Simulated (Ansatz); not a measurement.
# C2H5B2F: geometry optimisation

The task: find the minimum of C2H5B2F nearest to the start.

Method: RKS B3LYP-D4/def2-SVPD; program: Ansatz 0.2.0.

1 further run of the same task is left out (set aside as unsound or not needed).

### 1 The system as given

SMILES `CC1BB1F`, 10 atoms, charge 0, spin multiplicity 1.

Atoms are counted from 1 here; the program's logs count them from 0.

Bond lengths: C1–C2 1.517 Å, C1–H6 1.110 Å, C1–H7 1.104 Å, C1–H8 1.110 Å, C2–B3 1.499 Å, C2–B4 1.727 Å, C2–H9 1.125 Å, B3–B4 1.533 Å, B3–H10 1.197 Å, B4–F5 1.324 Å. Angles: C2–C1–H6 111.2°, C2–C1–H7 110.4°, C2–C1–H8 111.0°, H6–C1–H7 108.7°, H6–C1–H8 106.7°, H7–C1–H8 108.7°, C1–C2–B3 128.2°, C1–C2–B4 175.4°, C1–C2–H9 106.4°, B3–C2–B4 56.2°, B3–C2–H9 125.4°, B4–C2–H9 69.3°, C2–B3–B4 69.4°, C2–B3–H10 130.2°, B4–B3–H10 160.3°, C2–B4–B3 54.4°, C2–B4–F5 128.1°, B3–B4–F5 177.5°.

Coordinates:

```xyz
10
C2H5B2F
C    -0.8129   -1.0628    0.4319
C    -0.0225    0.1430   -0.0405
B     1.4656    0.2936   -0.1449
B     0.7603    1.5616   -0.6392
F     0.2026    2.6814   -1.0722
H    -1.4549   -0.8075    1.3002
H    -0.1302   -1.8791    0.7245
H    -1.4881   -1.4339   -0.3667
H    -0.7777    0.9353   -0.3002
H     2.3409   -0.4827    0.1100
```

### 2 Relaxation

Contents of input.yaml:

```yaml
crystal:
  periodic: [false, false, false]
  atoms:
    - { symbol: C, position_ang: [-0.812928, -1.062809, 0.431918] }
    - { symbol: C, position_ang: [-0.022489, 0.142981, -0.040491] }
    - { symbol: B, position_ang: [1.465568, 0.293635, -0.144916] }
    - { symbol: B, position_ang: [0.760348, 1.56156, -0.639153] }
    - { symbol: F, position_ang: [0.202578, 2.681351, -1.072152] }
    - { symbol: H, position_ang: [-1.454914, -0.807502, 1.300229] }
    - { symbol: H, position_ang: [-0.130222, -1.879062, 0.724473] }
    - { symbol: H, position_ang: [-1.48812, -1.433852, -0.366734] }
    - { symbol: H, position_ang: [-0.777661, 0.935265, -0.300225] }
    - { symbol: H, position_ang: [2.34094, -0.482666, 0.11005] }
basis:
  gaussian: { orbitals: def2-SVPD }
hamiltonian:
  xc: { name: B3LYP }
  dispersion: d4
output:
  forces: true
relax:
  f_tol: 0.003
  max_steps: 120
```

Started as:

```console
$ ansatz run input.yaml --threads 1 --pin off --max-ram 2560MiB --backend cpu --events-out ev --progress --plain --runs-dir out
```

Before running it: what results should come out? Wanted: energy gained; root mean square move; dipole moment.

The runs gave:

| quantity | value |
| --- | --- |
| energy gained | 0.0137 eV |
| root mean square move | 0.031 Å |
| dipole moment | 1.91 D |

In words: Bond lengths: C1–C2 1.517 Å, C1–H6 1.102 Å, C1–H7 1.096 Å, C1–H8 1.102 Å, C2–B3 1.490 Å, C2–B4 1.759 Å, C2–H9 1.111 Å, B3–B4 1.523 Å, B3–H10 1.188 Å, B4–F5 1.309 Å. Angles: C2–C1–H6 110.9°, C2–C1–H7 110.6°, C2–C1–H8 110.9°, H6–C1–H7 108.7°, H6–C1–H8 106.9°, H7–C1–H8 108.7°, C1–C2–B3 126.9°, C1–C2–B4 178.0°, C1–C2–H9 107.1°, B3–C2–B4 55.1°, B3–C2–H9 126.0°, B4–C2–H9 70.9°, C2–B3–B4 71.4°, C2–B3–H10 130.1°, B4–B3–H10 158.5°, C2–B4–B3 53.4°, C2–B4–F5 126.9°, B3–B4–F5 179.7°. No frequencies were computed here.
